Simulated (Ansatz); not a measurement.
# BClH4N2: a dynamics run in two tries

Aim: a short trajectory for this system. SMILES of the start: NB(N)Cl.

Method: RKS PBE0-D4/6-31G*, in Ansatz 0.2.0.

## 1. The structure to begin with

Bond lengths: B1–Cl2 1.833 Å, B1–N3 1.414 Å, N3–H4 1.014 Å, N3–H5 0.934 Å, B1–N6 1.366 Å, N6–H7 1.029 Å, N6–H8 1.005 Å. Angles: Cl2–B1–N3 126.4°, Cl2–B1–N6 113.0°, N3–B1–N6 120.5°, B1–N3–H4 120.1°, B1–N3–H5 111.2°, H4–N3–H5 122.5°, B1–N6–H7 135.5°, B1–N6–H8 90.1°, H7–N6–H8 119.1°.

Structure file:

```xyz
8

B     0.0428    0.0282   -0.0971
Cl   -0.0583    0.1548    1.7288
N     1.2129    0.1376   -0.8828
H     1.3682   -0.4991   -1.6566
H     1.9149    0.5141   -0.3942
N    -1.1741   -0.1646   -0.6882
H    -2.1548   -0.0265   -0.4097
H    -0.8378    0.2742   -1.5271
```

## 2. The run

The input, input.yaml:

```yaml
crystal:
  periodic: [false, false, false]
  atoms:
    - { symbol: B, position_ang: [0.042799, 0.028212, -0.097147] }
    - { symbol: Cl, position_ang: [-0.058251, 0.154826, 1.728803] }
    - { symbol: "N", position_ang: [1.212919, 0.137609, -0.882798] }
    - { symbol: H, position_ang: [1.36818, -0.499053, -1.656618] }
    - { symbol: H, position_ang: [1.914888, 0.514078, -0.39421] }
    - { symbol: "N", position_ang: [-1.174086, -0.164596, -0.688181] }
    - { symbol: H, position_ang: [-2.154807, -0.026528, -0.409661] }
    - { symbol: H, position_ang: [-0.837799, 0.274219, -1.527092] }
basis:
  gaussian: { orbitals: "6-31G*" }
hamiltonian:
  xc: pbe0
  dispersion: d4
md:
  timestep: 0.5
  n_steps: 25
  ensemble: nve
  temperature: 300.0
  initial_velocities: maxwell_boltzmann
  seed: 421173
  dt: 0.5
```

The run is started by

```
ansatz run input.yaml --threads 1 --pin off --max-ram 2048MiB --backend cpu --events-out ev --progress --plain --runs-dir out
```

Q: Predict the outcome of this session. Wanted: first try.

As calculated:

| quantity | value |
| --- | --- |
| first try | refused |
| cause | one key bears a name from other programs (dt, n_images) that this one doesn't know |

The fault in the first input was caught at the input check and cost nothing.
